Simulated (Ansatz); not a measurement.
# C₂H₇GeIn: one species, many methods

How much do the methods differ for C₂H₇GeIn? The plan is to run it at one geometry with functionals of several rungs and with coupled cluster, and see how far each lands from CCSD(T) at the basis-set limit for the atomisation energy.

Method: functionals in def2-TZVPP, the program's frozen cores in correlated methods; program: Ansatz 0.2.0, Gaussian basis.

Plan: LDA (SPW92), PBE-D4, revPBE-D4, BLYP-D4, r2SCAN-D4, B97M-V, PBE0-D4, B3LYP-D4, r2SCANh-D4, r2SCAN0-D4, HSE06-D4, BHLYP-D4, CAM-B3LYP-D4, LC-ωPBE, ωB97X-V, ωB97M-V, B2PLYP, PBE-QIDH; CCSD(T)/def2-SVP; CCSD(T)/def2-TZVPP; MP2/def2-QZVPP; extrapolation to the limit; RPA on PBE.

**1. The geometry**

All runs share one geometry, relaxed beforehand with PBE0-D4 in a triple-zeta def2 set. In takes the def2 core potential; no spin-orbit term is included.

11 atoms, charge 0, spin multiplicity 1.

Atoms are counted from 1 here; the program's logs count them from 0.

Bond lengths: C1–C2 1.335 Å, C1–H5 1.093 Å, C1–H6 1.091 Å, C2–In3 2.240 Å, C2–H7 1.093 Å, Ge4–H8 1.547 Å, Ge4–H9 1.531 Å, Ge4–H10 1.537 Å, Ge4–H11 1.531 Å. Angles: C2–C1–H5 122.2°, C2–C1–H6 123.8°, H5–C1–H6 114.0°, C1–C2–In3 116.6°, C1–C2–H7 116.3°, In3–C2–H7 127.1°, H8–Ge4–H9 109.4°, H8–Ge4–H10 107.6°, H8–Ge4–H11 108.8°, H9–Ge4–H10 109.9°, H9–Ge4–H11 111.0°, H10–Ge4–H11 110.1°.

**2. LDA**

This LDA is Slater exchange with PW92 correlation.

Input file in.yaml:

```yaml
crystal:
  periodic: [false, false, false]
  atoms:
    - {symbol: C, position_ang: [-1.660344, 1.066037, -0.465466]}
    - {symbol: C, position_ang: [-0.388208, 1.418447, -0.664475]}
    - {symbol: In, position_ang: [0.625806, 0.542112, -2.459339]}
    - {symbol: Ge, position_ang: [1.171193, -1.398887, 0.880895]}
    - {symbol: H, position_ang: [-2.177816, 0.360783, -1.120353]}
    - {symbol: H, position_ang: [-2.275422, 1.446569, 0.351184]}
    - {symbol: H, position_ang: [0.033670, 2.131969, 0.047735]}
    - {symbol: H, position_ang: [1.590071, -1.207160, -0.595832]}
    - {symbol: H, position_ang: [1.385862, -0.088846, 1.643914]}
    - {symbol: H, position_ang: [2.059250, -2.503498, 1.476362]}
    - {symbol: H, position_ang: [-0.298764, -1.824326, 0.925676]}
basis:
  gaussian: {orbitals: def2-TZVPP}
hamiltonian: {xc: lda}
output: {orbitals: {seedname: orbitals}}
```

Launch:

```sh
$ ansatz run in.yaml --threads 4 --pin off --events-out ev --progress --plain --max-ram 10444MiB
```

The runs that follow: PBE-D4 (GGA); revPBE-D4 (GGA); BLYP-D4 (GGA); r2SCAN-D4 (meta-GGA); B97M-V (meta-GGA); B3LYP-D4 (hybrid); r2SCANh-D4 (hybrid); r2SCAN0-D4 (hybrid); HSE06-D4 (hybrid); BHLYP-D4 (hybrid); CAM-B3LYP-D4 (range-separated); LC-ωPBE (range-separated); ωB97X-V (range-separated); ωB97M-V (range-separated); B2PLYP (double hybrid); PBE-QIDH (double hybrid); CCSD(T) in def2-SVP; CCSD(T) in def2-TZVPP; MP2 in def2-QZVPP; RPA on PBE orbitals.

Q: Predict the results of all the runs planned. Wanted: atomisation energy, CCSD(T)/CBS; farthest beyond LDA; mean size of error, GGA; mean size of error, meta-GGA; mean size of error, hybrid; mean size of error, range-separated; mean size of error, double hybrid; gap, smallest and largest; T1 diagnostic.

The runs gave:

| quantity | value |
| --- | --- |
| atomisation energy, CCSD(T)/CBS | 35.318 eV |
| functionals within 0.353 eV (1.0 %) | PBE-D4, BLYP-D4, r2SCAN-D4, B97M-V, PBE0-D4, B3LYP-D4, r2SCANh-D4, HSE06-D4, CAM-B3LYP-D4, ωB97X-V, ωB97M-V |
| farthest beyond LDA | BHLYP-D4 (-0.852 eV) |
| mean size of error, GGA | 0.325 eV |
| mean size of error, meta-GGA | 0.159 eV |
| mean size of error, hybrid | 0.420 eV |
| mean size of error, range-separated | 0.281 eV |
| mean size of error, double hybrid | 0.550 eV |
| gap, smallest and largest | 2.34 eV (LDA (SPW92)), 8.20 eV (LC-ωPBE) |
| T1 diagnostic | 0.0137 |
| triples share of the correlation energy | 3.6 % |

The LDA atomisation energy is off by 4.296 eV (12 %): it overbinds. PBE-D4 is off by +0.092 eV. Double hybrids carry the basis error of their MP2 part in triple zeta, and no dispersion term here, so their miss is partly the set-up's. The rungs meta-GGA, range-separated, GGA miss on average by less than the doubt on the reference (0.353 eV), so they tie. The reference freezes the cores and leaves out spin-orbit coupling and excitations past (T), and its outer-core shells are covered unevenly, so misses under about 0.353 eV can't be ranked. All levels share the lack of spin-orbit coupling, which lowers the free heavy atoms and so the true binding. Hartree-Fock recovers 73 % of the binding; the rest is correlation. CCSD(T) in def2-SVP is off by -1.817 eV, so the small basis spoils what the method gains. Orbital gaps span 2.3 to 8.2 eV; exact exchange widens them. Correlated methods include outer-core shells of Ge, In, which these sets cover unevenly.
